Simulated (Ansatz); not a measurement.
# AlCl4FH3OTa: the cost of one run

Method: RKS PBE/def2-SVP, in Ansatz 0.2.0.

### 1 The starting structure

Bond lengths: Ta1–F2 2.280 Å, Ta1–Cl3 2.470 Å, Ta1–Cl4 2.470 Å, Ta1–Cl5 2.470 Å, Ta1–Cl6 2.470 Å, Ta1–O7 2.320 Å, Cl6–Al8 2.124 Å, O7–Al8 1.780 Å, Al8–H9 1.560 Å, Al8–H10 1.560 Å, Ta1–H11 2.315 Å. Angles (14 of 29 angles, heavy atoms first): F2–Ta1–Cl3 90.0°, F2–Ta1–Cl4 90.0°, F2–Ta1–Cl5 120.0°, F2–Ta1–Cl6 120.0°, F2–Ta1–O7 71.6°, Cl3–Ta1–Cl4 180.0°, Cl3–Ta1–Cl5 90.0°, Cl3–Ta1–Cl6 90.0°, Cl3–Ta1–O7 59.6°, Cl4–Ta1–Cl5 90.0°, Cl4–Ta1–Cl6 90.0°, Cl4–Ta1–O7 120.4°, Cl5–Ta1–Cl6 120.0°, Cl5–Ta1–O7 148.6°.

Coordinates:

```xyz
11

Ta    0.0000    0.0000    0.0000
F     2.2800    0.0000    0.0000
Cl    0.0000    0.0000    2.4700
Cl    0.0000    0.0000   -2.4700
Cl   -1.2350    2.1390    0.0000
Cl   -1.2350   -2.1390    0.0000
O     0.7315   -1.8635    1.1725
Al    0.0236   -3.4918    1.0465
H     0.7561   -4.5995    0.2280
H    -1.3292   -3.8111    1.7545
H     1.9139   -1.1026    0.6938
```

### 2 A restrained relaxation towards end A

Springs on the bonds that form and break draw the guess towards this end; the thresholds are loose.

Contents of input.yaml:

```yaml
crystal:
  periodic: [false, false, false]
  atoms:
    - { symbol: Ta, position_ang: [0.0, 0.0, 0.0] }
    - { symbol: F, position_ang: [2.28, 0.0, 0.0] }
    - { symbol: Cl, position_ang: [0.0, 0.0, 2.47] }
    - { symbol: Cl, position_ang: [0.0, 0.0, -2.47] }
    - { symbol: Cl, position_ang: [-1.235, 2.139, 0.0] }
    - { symbol: Cl, position_ang: [-1.235, -2.139, 0.0] }
    - { symbol: O, position_ang: [0.7315, -1.8635, 1.1725] }
    - { symbol: Al, position_ang: [0.0236, -3.4918, 1.0465] }
    - { symbol: H, position_ang: [0.7561, -4.5995, 0.228] }
    - { symbol: H, position_ang: [-1.3292, -3.8111, 1.7545] }
    - { symbol: H, position_ang: [1.9139, -1.1026, 0.6938] }
basis:
  gaussian: { orbitals: def2-SVP }
hamiltonian:
  xc: pbe
relax:
  f_tol: 0.15
  max_steps: 25
  restrain:
    - { distance: [0, 6], at: 3.22, k: 30.0 }
    - { distance: [10, 1], at: 2.12, k: 30.0 }
    - { distance: [0, 1], at: 1.93, k: 30.0 }
    - { distance: [10, 6], at: 1.01, k: 30.0 }
output:
  orbitals: {}
```

Launch:

```console
> ansatz run input.yaml --threads 4 --pin off --max-ram 5120MiB --backend cpu --events-out ev --progress --plain --runs-dir out
```

What time and memory should one allow on 4 threads of Arm Neoverse V1, shared host?

About 60 s, with a peak of 0.3 GiB.
